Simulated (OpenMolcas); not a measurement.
# Ni³⁺ among point charges: CASSCF and CASPT2 levels and susceptibility

How does a field of 8 point charges split the states of Ni³⁺, and what χT follows?

Program: OpenMolcas 26.06. Level of theory: state-averaged CASSCF and CASPT2, spin-orbit coupling by RASSI with atomic mean-field integrals. These are calculated values, not measurements, unless marked.

### Step 1. What is computed

- Species: Ni³⁺ (nickel, Z = 28, 25 electrons)
- Basis: ANO-RCC-VTZP [6s5p3d2f1g], 59 functions
- Scalar Hamiltonian: DKH2, point nucleus
- Inactive shells: 1s 2s 2p 3s 3p
- Active space: 7 electrons in 5 orbitals (3d)
- Some configurations of this space: 3d7
- Orbitals: optimised for each spin and parity, averaged over all roots

The outer shells:

3d7
```
3d [↑↓][↑↓][↑ ][↑ ][↑ ]
```

The ion sits among 8 point charges of -1.28 e arranged as a cube (Oh), 1.79 Å from the ion.

The work runs as a chain of OpenMolcas steps in one folder; each step below is one input file. Labels, J, g values, rates, χT and fits are worked out afterwards by a script from the matrices that RASSI stores. The input lists half of the charges; inversion (Group=XYZ) makes the rest.

### Step 2. Basis and integrals

Input file a.inp:

```
&GATEWAY
Coord
1

Ni 0.0 0.0 0.0
Basis=ANO-RCC-VTZP
Group=XYZ
NoMove
AngMom=0.0 0.0 0.0
AMFI
XField
4 Angstrom 0
1.033457 1.033457 1.033457 -1.280000
1.033457 1.033457 -1.033457 -1.280000
1.033457 -1.033457 1.033457 -1.280000
1.033457 -1.033457 -1.033457 -1.280000
&SEWARD
```

Launch:

```sh
> OMP_NUM_THREADS=1 MOLCAS_MEM=1689 MOLCAS_PROJECT=a pymolcas a.inp > a.log
```

### Step 3. CASSCF: quartets of even parity, 10 roots

Input file a.inp:

```
&RASSCF
FileOrb=start.orb
Symmetry=1
Spin=4
nActEl=7 0 0
Inactive=3 6
Ras2=5 0
CIRoot=10 10 1
SDav=10
CIMx=300
Iter=120 100
PrWF=0.3
OrbListing=Nothing
MaxOrb=0
>>> COPY $Project.JobIph JOB001
```

start.orb holds the contracted functions of the basis, ordered by shell, or the orbitals of the step before.

### Step 4. Reference wave functions, doublets of even parity, 40 roots

Input file a.inp:

```
&RASSCF
FileOrb=start.orb
Symmetry=1
Spin=2
nActEl=7 0 0
Inactive=3 6
Ras2=5 0
CIRoot=40 40 1
SDav=40
CIMx=300
Iter=120 100
PrWF=0.3
OrbListing=Nothing
MaxOrb=0
>>> COPY $Project.JobIph JOB002
```

### Step 5. State interaction with spin-orbit coupling

Input file a.inp:

```
&RASSI
NrOfJobIphs=2 10 40
1 2 3 4 5 6 7 8 9 10
1 2 3 4 5 6 7 8 9 10 11 12 13 14 15 16 17 18 19 20 21 22 23 24 25 26 27
28 29 30 31 32 33 34 35 36 37 38 39 40
IphNames
JOB001
JOB002
EJob
SpinOrbit
DIPRint=1.0
SOCoupling=1000.0
Subsets=2
Property=9
'ANGMOM' 1 'ANGMOM' 2 'ANGMOM' 3 'MLTPL  1' 1 'MLTPL  1' 2 'MLTPL  1' 3
'AMFI' 1 'AMFI' 2 'AMFI' 3
SOProperty=3
'ANGMOM' 1 'ANGMOM' 2 'ANGMOM' 3
```

### Step 6. CASPT2: IPEA 0.25, imaginary shift 0.1 (closed shells correlated: 3s 3p)

Input file a.inp:

```
>>> COPY JOB001 $Project.JobIph
&CASPT2
Multistate=10 1 2 3 4 5 6 7 8 9 10
NoMult
Frozen=2 3
IPEA=0.25
Imaginary=0.1
MaxIter=60
WThr=0.0 0.3 0.05
PrWF=0.5
NoMix
>>> COPY JOB002 $Project.JobIph
&CASPT2
Multistate=40 1 2 3 4 5 6 7 8 9 10 11 12 13 14 15 16 17 18 19 20 21 22
23 24 25 26 27 28 29 30 31 32 33 34 35 36 37 38 39 40
NoMult
Frozen=2 3
IPEA=0.25
Imaginary=0.1
MaxIter=60
WThr=0.0 0.3 0.05
PrWF=0.5
NoMix
```

(Steps that only read results are left out.)

**Question.** What will these runs give? Wanted: spin-free ground state; first state of the same spin within the active space; lowest level; next level.

**Answer**, as computed:

| quantity | value |
| --- | --- |
| method | SS-CASPT2, IPEA 0.25, imaginary shift 0.1 (closed shells correlated: 3s 3p) |
| spin-free ground state | 4A2, 1-fold in its orbital part |
| first state of the same spin within the active space | 4T2 at 2540 cm⁻¹ |
| lowest level | 4-fold Γ8 |
| next level | 2222.8 cm⁻¹ |
| χT at 300 K | 3.41 cm³ K/mol |
| effective moment at 300 K | 5.22 μB |

Cost by method:

| method | time of its own steps | time with the reference |
| --- | --- | --- |
| A. CASSCF | 8.5 s | 8.5 s |
| B. SS-CASPT2, IPEA 0.25, imaginary shift 0.1, +3s 3p | 4.9 s | 13 s |

Times are of one thread on a shared host.

What this shows: The spin-free ground state (4A2) comes to 100 % from free-ion F terms and keeps the highest spin of the shell. χT at 300 K is 3.41, against 1.88 cm³ K/mol for the spin alone, so orbital moment adds to it. CASPT2 does not keep the components of a term degenerate, and the means are used. The field of point charges can differ much from that of real complexes. With metal d orbitals alone active, the gaps between spin states are rough; where two lie within a few thousand cm-1, their order is open. Point charges carry no covalency, so the field is a model and not that of real ligands.
